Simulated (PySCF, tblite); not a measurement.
# C₇H₁₂O₂P+: geometry, infrared bands and NMR shifts

What infrared bands and NMR shifts should C₇H₁₂O₂P+ (`OCCC[PH2+]c1ccco1`) show?

The runs use tblite 0.8.0 and PySCF 2.14.0, with density-fitted response routines of our own; the level of theory stands in each step. All values are computed, except where a source is named. Atoms count from 0, in the outputs and in this text.

### 1 The molecule as given

22 atoms, charge 1, multiplicity 1; geometry from: force field or distance geometry start.

Bonds of the start (Å): O0–C1 1.42, C1–C2 1.52, C2–C3 1.51, C3–P4 1.81, P4–C5 1.73, C5–C6 1.38, C6–C7 1.42, C7–C8 1.38, C8–O9 1.36, O9–C5 1.36, O0–H10 0.98, C1–H11 1.11, C1–H12 1.09, C2–H13 1.10, C2–H14 1.09, C3–H15 1.08, C3–H16 1.10, P4–H17 1.41, P4–H18 1.41, C6–H19 1.09, C7–H20 1.07, C8–H21 1.08.

### 2 Relaxing the molecule with GFN2-xTB

The job: settings as JSON, then the geometry in Å.

```
{"job": {"kind": "relax", "xc": "GFN2-xTB", "basis": "xTB"}, "charge": 1, "multiplicity": 1}
O     -2.800700     0.262900     1.002000
C     -3.010700    -0.620500    -0.094100
C     -2.133000    -0.212600    -1.265100
C     -0.648700    -0.332000    -0.997900
P     -0.022000     0.873300     0.201600
C      1.666000     0.496600     0.265900
C      2.329400     0.019900     1.375100
C      3.687700    -0.144500     1.001800
C      3.763600     0.238400    -0.317300
O      2.536600     0.635000    -0.764800
H     -3.409300    -0.020700     1.714600
H     -2.765300    -1.644000     0.244300
H     -4.068200    -0.591500    -0.356100
H     -2.356100     0.831900    -1.533300
H     -2.401800    -0.827600    -2.127600
H     -0.105900    -0.195900    -1.917300
H     -0.417200    -1.344300    -0.623900
H     -0.207500     2.207300    -0.215300
H     -0.595700     0.774200     1.485100
H      1.889900    -0.185000     2.349400
H      4.496800    -0.501000     1.609400
H      4.561700     0.299500    -1.037200
```

Launch:

```console
OMP_NUM_THREADS=1 python probes_run.py task.json out
```

The driver reads the jobs from task.json and runs them one after another.

**Question.** This job is followed by: GFN2-xTB harmonic vibrations, gas phase; GIAO PBE0/pcSseg-1 NMR shielding, non-relativistic, gas phase. Predict these results of the whole session: strongest single infrared mode (GFN2-xTB); zero-point energy (GFN2-xTB); ¹³C shifts against TMS (PBE0/pcSseg-1); ¹H shifts against TMS (PBE0/pcSseg-1, means over atoms taken as alike); ¹⁷O shifts against H2O (PBE0/pcSseg-1); ³¹P shifts against H3PO4 (PBE0/pcSseg-1).

**Answer**, as computed:

```
                                                              quantity                                               value
                             strongest single infrared mode (GFN2-xTB)                                309 cm⁻¹, 115 km/mol
                                          zero-point energy (GFN2-xTB)                                      109.7 kcal/mol
                                ¹³C shifts against TMS (PBE0/pcSseg-1)    162.0, 136.2, 135.3, 121.7, 67.8, 28.2, 21.3 ppm
¹H shifts against TMS (PBE0/pcSseg-1, means over atoms taken as alike)  8.33, 7.68, 7.25, 7.13, 4.40, 3.01, 2.52, 2.36 ppm
                                ¹⁷O shifts against H2O (PBE0/pcSseg-1)                                     307.9, 53.9 ppm
                              ³¹P shifts against H3PO4 (PBE0/pcSseg-1)                                           -71.7 ppm
```

In words: The optimisation took 116 steps and gained 0.587 eV; among the close pairs (by a distance rule), P4–C5 changed most, from 1.731 to 1.783 Å. All 60 modes are real, so the xTB geometry is a minimum. The strongest single mode, at 309 cm⁻¹, moves mainly H10. Unscaled tight-binding wavenumbers are off by several per cent, some by more. Its intensities can rank the bands wrongly. At PBE0/pcSseg-1: The largest span, 372 ppm, is at O9, where the paramagnetic term is -371 ppm. NICS(1)zz of -27 ppm above the planar ring from C5 marks a diatropic (aromatic) ring current. By nearest atom (PBE0/pcSseg-1), the HOMO sits on C5, C8 about 30 % each; C7 18 % and the LUMO on C5, C6, C8 about 16 % each; P4 11 %.
